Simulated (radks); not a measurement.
**Taking charge from the 5s level of Xe⁺ in fractions**

One table from this session's results is given with a row withheld; the runs are named, their logs left out.

Program: radks (a radial shooting solver on a logarithmic mesh, Libxc functionals) version 1. Level of theory: Dirac Kohn-Sham, PBE, spin-unpolarised, spherical densities, finite nucleus; open shells are shared between the two j in proportion to 2j + 1. These are calculated values, not measurements, unless marked.

### The atom as given

* element: xenon (Z = 54)
* charge: +1
* electrons: 53
* configuration: [Kr] 4d10 5s2 5p5
* nuclear rms radius: 4.7859 fm

The outer shells:

Xe⁺
```
[Kr] core
4d [↑↓][↑↓][↑↓][↑↓][↑↓]
5s [↑↓]
5p [↑↓][↑↓][↑ ]
```

The first run:

The run's settings:

```text
Z 54
configuration [Kr] 4d10 5s2 5p5
relativity Dirac
functional pbe,pbe
spin unpolarised
j_filling average
nucleus finite rms 4.7859 fm
c 137.035999084
```

Steps of the session up to this table: Start: [Kr] 4d10 5s2 5p5.

One table of the session follows, with a row left open; its other results are not shown here.

It belongs to the step «Start: [Kr] 4d10 5s2 5p5». Sizes of the orbitals, from the radial functions (bohr):

```
level     <r>  outermost maximum (interpolated)  90 % within  nodes
4s1/2  0.7167                             0.661         1.03      3
4p1/2  0.7458                             0.677         1.09      2
4p3/2  0.7736                             0.701         1.13      2
4d3/2  0.8698                             0.744         1.32      1
4d5/2  0.8806                             0.752         1.34      1
5s1/2   1.825                              1.61         2.65      4
5p1/2   2.125                              1.82         3.14      3
5p3/2       ?                                 ?            ?      ?
```

Q: Estimate the row for 5p3/2 from the others.

**Answer.** <r>: 2.219; outermost maximum (interpolated): 1.90; 90 % within: 3.28; nodes: 3. In the column «<r>» it is the highest.
